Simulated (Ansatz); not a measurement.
# Molecular dynamics of RbBePO$_{4}$

The input (input.yaml):

```yaml
accuracy: low
crystal:
  lattice:
    - [8.649972, 0.0, 0.0]
    - [0.0, 8.739072, 0.0]
    - [0.0, 0.0, 5.06247]
  atoms:
    - { symbol: Rb, position: [0.99548987, 0.30431983, 0.5073496] }
    - { symbol: Rb, position: [0.02745505, 0.66991032, 0.04746703] }
    - { symbol: Rb, position: [0.49340266, 0.19054507, 0.51198066] }
    - { symbol: Rb, position: [0.51682912, 0.79638174, 0.01474034] }
    - { symbol: Be, position: [0.33986818, 0.40232219, 0.02566904] }
    - { symbol: Be, position: [0.67323437, 0.574031, 0.50311302] }
    - { symbol: Be, position: [0.81502688, 0.05998625, -0.01777425] }
    - { symbol: Be, position: [0.17716888, 0.91502152, 0.51503219] }
    - { symbol: P, position: [0.18009202, 0.08076326, 1.01118976] }
    - { symbol: P, position: [0.82077036, 0.8882146, 0.48669533] }
    - { symbol: P, position: [0.68969276, 0.38920435, 1.00126692] }
    - { symbol: P, position: [0.32284068, 0.58586832, 0.50810396] }
    - { symbol: O, position: [0.26789369, 0.4637982, 0.31650051] }
    - { symbol: O, position: [0.73654064, 0.50000919, 0.78542781] }
    - { symbol: O, position: [0.74984392, -0.01596037, 0.25605521] }
    - { symbol: O, position: [0.26002153, 0.98072251, 0.79063211] }
    - { symbol: O, position: [0.00799052, 0.05624358, 0.97964119] }
    - { symbol: O, position: [0.99882622, 0.90551714, 0.46223738] }
    - { symbol: O, position: [0.51373774, 0.37217542, 0.98703512] }
    - { symbol: O, position: [0.49749514, 0.61823284, 0.48004385] }
    - { symbol: O, position: [0.23533974, 0.02086345, 0.27435612] }
    - { symbol: O, position: [0.73048204, 0.97043296, 0.71504771] }
    - { symbol: O, position: [0.73251867, 0.44116644, 0.28656885] }
    - { symbol: O, position: [0.28222954, 0.53200903, 0.78199302] }
    - { symbol: O, position: [0.23000318, 0.73412356, 0.44371257] }
    - { symbol: O, position: [0.78208631, 0.24756486, 0.92462489] }
    - { symbol: O, position: [0.78331747, 0.72238135, 0.49253605] }
    - { symbol: O, position: [0.24445585, 0.24777689, 0.97151579] }
basis:
  ecutwfc: 500.0
kpoints:
  mp_grid: { grid: [1, 1, 2] }
hamiltonian:
  xc: r2scan
scf:
  occupations: { method: fermi_dirac, width: 0.05 }
  lower_state_search: "off"
md:
  timestep: 1
  n_steps: 300
  ensemble: nve
  temperature: 910.0
  initial_velocities: maxwell_boltzmann
  seed: 555567
```

Command:

```bash
$ ansatz run input.yaml --threads 2 --pin off --max-ram 5120MiB --backend cpu --events-out ev --progress --plain --runs-dir out
```

It goes on from the last frame of an earlier run, with new velocities.

Output, in part (step lines):

```
md step     0: t =     0.00 fs  T =   910.0 K  F+E_penalty+E_count = -25651.38874218 eV  E_kin = 3.175918 eV  conserved = -25648.21282401 eV  (9 SCF iters)
md step     1: t =     1.00 fs  T =   902.2 K  F+E_penalty+E_count = -25651.36124786 eV  E_kin = 3.148760 eV  conserved = -25648.21248813 eV  (8 SCF iters)
md step     2: t =     2.00 fs  T =   893.6 K  F+E_penalty+E_count = -25651.33077371 eV  E_kin = 3.118635 eV  conserved = -25648.21213847 eV  (8 SCF iters)
md step     3: t =     3.00 fs  T =   885.6 K  F+E_penalty+E_count = -25651.30250461 eV  E_kin = 3.090665 eV  conserved = -25648.21183968 eV  (8 SCF iters)
md step     4: t =     4.00 fs  T =   879.4 K  F+E_penalty+E_count = -25651.28080808 eV  E_kin = 3.069150 eV  conserved = -25648.21165804 eV  (8 SCF iters)
md step     5: t =     5.00 fs  T =   875.8 K  F+E_penalty+E_count = -25651.26827467 eV  E_kin = 3.056644 eV  conserved = -25648.21163080 eV  (4 SCF iters)
md step     6: t =     6.00 fs  T =   874.9 K  F+E_penalty+E_count = -25651.26514227 eV  E_kin = 3.053383 eV  conserved = -25648.21175943 eV  (3 SCF iters)
md step     7: t =     7.00 fs  T =   876.0 K  F+E_penalty+E_count = -25651.26930405 eV  E_kin = 3.057301 eV  conserved = -25648.21200298 eV  (3 SCF iters)
[... lines left out ...]
```

The steps, from the saved trajectory:

```csv
time (fs),T (K),potential energy less start (eV),conserved less start (meV/atom)
0,910,0.000,0.00
10,880,0.104,0.00
20,772,0.482,0.01
30,554,1.246,0.06
40,643,0.931,0.02
50,750,0.558,0.00
60,668,0.847,0.05
70,703,0.723,0.01
80,681,0.800,0.02
90,815,0.332,0.00
100,773,0.478,0.05
110,751,0.555,0.01
120,719,0.666,0.01
130,688,0.776,0.05
140,771,0.485,-0.02
150,690,0.768,0.01
160,692,0.763,0.05
170,818,0.321,-0.02
180,789,0.422,-0.03
190,720,0.662,0.00
200,639,0.946,0.03
210,725,0.643,-0.03
220,664,0.858,0.03
230,681,0.798,0.00
240,593,1.106,0.02
250,584,1.138,0.04
260,727,0.638,-0.02
270,728,0.636,-0.01
280,775,0.471,0.01
290,747,0.568,0.02
300,788,0.423,-0.06
```

The run went to its last step. The conserved energy stayed within 0.073 meV per atom of its start (net change -0.061 meV per atom), so the integration is sound. A run of 0.3 ps of so small a system gives no equilibrium averages. Limits of this set-up: coarse k mesh, low accuracy level.

Mean squared displacements from the first frame to the last, about the centre of mass: Rb 0.08 Å², Be 0.18 Å², P 0.15 Å², O 0.39 Å².

Last frame:

```xyz
28
Lattice="8.6500 0.0000 0.0000 0.0000 8.7391 0.0000 0.0000 0.0000 5.0625" Properties=species:S:1:pos:R:3
Rb 8.730 2.560 2.542
Rb 0.284 5.643 -0.098
Rb 4.089 1.456 2.725
Rb 4.321 7.040 0.037
Be 3.076 3.351 -0.103
Be 5.799 5.327 2.374
Be 7.285 0.948 0.282
Be 1.459 7.681 2.611
P 1.726 0.558 5.268
P 7.010 8.108 2.771
P 6.047 3.846 5.045
P 2.740 4.871 2.351
O 2.264 4.301 0.994
O 6.311 4.500 3.636
O 6.747 0.368 1.610
O 2.085 8.495 4.053
O 0.255 0.910 5.202
O 8.443 7.722 3.060
O 4.662 3.219 5.112
O 4.170 5.238 2.053
O 2.069 -0.274 1.449
O 6.419 8.856 4.010
O 6.447 4.847 1.045
O 2.565 3.961 3.537
O 2.068 6.191 2.784
O 6.923 2.568 5.104
O 6.197 6.837 2.510
O 2.543 1.841 5.249
```

The run took 21 min on 2 threads of Intel(R) Xeon(R) Platinum 8488C (Sapphire Rapids) (shared host), peak memory 1.2 GiB.
